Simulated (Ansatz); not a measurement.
Runs of Ansatz 0.2.0 on Ca3AsP. The structure is cubic, space group Pm-3m (No. 221). Conventional cell: a = 5.334 Å, b = 5.334 Å, c = 5.334 Å, α = 90.00°, β = 90.00°, γ = 90.00°. Around As (site symmetry m-3m) lie 12 Ca at 3.77 Å. Around Ca (site symmetry 4/mmm) lie 2 P at 2.67 Å. P (site symmetry m-3m) has 6 Ca at 2.67 Å as nearest neighbours. The cell comes from a database or a generator and needn't be the stable form of this composition.

```csv
cell,target pressure (GPa),gap on the mesh (eV),pressure (GPa)
relaxed to 2 GPa,2,0.30,2.0
relaxed to 20 GPa,20,(a),20.0
relaxed to 10 GPa,10,0.61,10.0
relaxed,0,0.19,0.0
relaxed to 5 GPa,5,(b),5.0
relaxed to 30 GPa,30,0.08,30.0
```

Alike in all rows: task relaxation of cell and atoms; level PBE; potentials or basis Ansatz PAW; no spin polarisation; k mesh 5 × 5 × 5; cutoff (eV) 420; smearing fermi-dirac 0.05 eV.

Problem. Estimate the missing entries.

Solution. (a) 0.44; (b) 0.43.

Caveats: odd divisions of the mesh miss points on the zone boundary, where band edges often lie, so the gap on the mesh can be too wide; the plane-wave basis is chosen anew once the cell has moved, so the energies of steps on either side of that aren't comparable.

A k mesh can miss the band edges, and the runs leave out spin-orbit coupling on As.
